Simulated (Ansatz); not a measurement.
# C2H2ClGe radical: how energies converge with the basis set

How large a basis does C2H2ClGe radical need? Two functionals are run in growing sets.

Program: Ansatz 0.2.0, Gaussian basis. Level of theory: one geometry, several basis sets. These are calculated values, not measurements.

The runs, in order: PBE0-D4/def2-SVP; ωB97M-V/def2-SVP; PBE0-D4/def2-QZVPP; ωB97M-V/def2-QZVPP; the functionals' def2-TZVPP values are taken from earlier runs.

## (1) The relaxed structure

The geometry comes from an earlier relaxation with PBE0-D4 in a triple-zeta def2 set; it is a stationary point.

SMILES `[C]#[C][GeH2][Cl]`, 6 atoms, charge 0, spin multiplicity 2.

Atoms are counted from 1 here; the program's logs count them from 0.

Bond lengths: C1–C2 1.211 Å, C2–Ge3 1.897 Å, Ge3–Cl4 2.146 Å, Ge3–H5 1.529 Å, Ge3–H6 1.529 Å. Angles: C1–C2–Ge3 178.1°, C2–Ge3–Cl4 107.6°, C2–Ge3–H5 109.7°, C2–Ge3–H6 109.7°, Cl4–Ge3–H5 107.8°, Cl4–Ge3–H6 107.8°, H5–Ge3–H6 114.0°.

## (2) PBE0-D4 in def2-SVP

in.yaml reads:

```yaml
crystal:
  periodic: [false, false, false]
  atoms:
    - {symbol: C, position_ang: [0.704602, -2.230657, 1.052315]}
    - {symbol: C, position_ang: [0.403414, -1.165889, 0.560656]}
    - {symbol: Ge, position_ang: [-0.012462, 0.525018, -0.190877]}
    - {symbol: Cl, position_ang: [-1.955038, 0.374722, -1.089535]}
    - {symbol: H, position_ang: [0.990382, 0.857407, -1.295569]}
    - {symbol: H, position_ang: [-0.088798, 1.575499, 0.916910]}
basis:
  gaussian: {orbitals: def2-SVP}
magnetization: {spin_polarized: true, initial_magnetization: 1}
hamiltonian: {xc: pbe0, dispersion: d4}
output: {orbitals: {seedname: orbitals}}
```

Launch:

```bash
$ ansatz run in.yaml --threads 4 --pin off --events-out ev --progress --plain --max-ram 10444MiB
```

After this run come: ωB97M-V in def2-SVP; PBE0-D4 in def2-QZVPP; ωB97M-V in def2-QZVPP.

**Question.** What will the summary of the whole plan be? Wanted: PBE0-D4: double and triple zeta above quadruple; ωB97M-V: double and triple zeta above quadruple.

**Answer**, as computed:

| quantity | value |
| --- | --- |
| PBE0-D4: double and triple zeta above quadruple | 15.49, 1.70 eV |
| ωB97M-V: double and triple zeta above quadruple | 15.44, 1.64 eV |

In words: For PBE0-D4 the step from double to triple zeta gains 13.79 eV and the next only 1.70 eV. Total energies overstate the basis error of differences, where much of it tends to cancel.
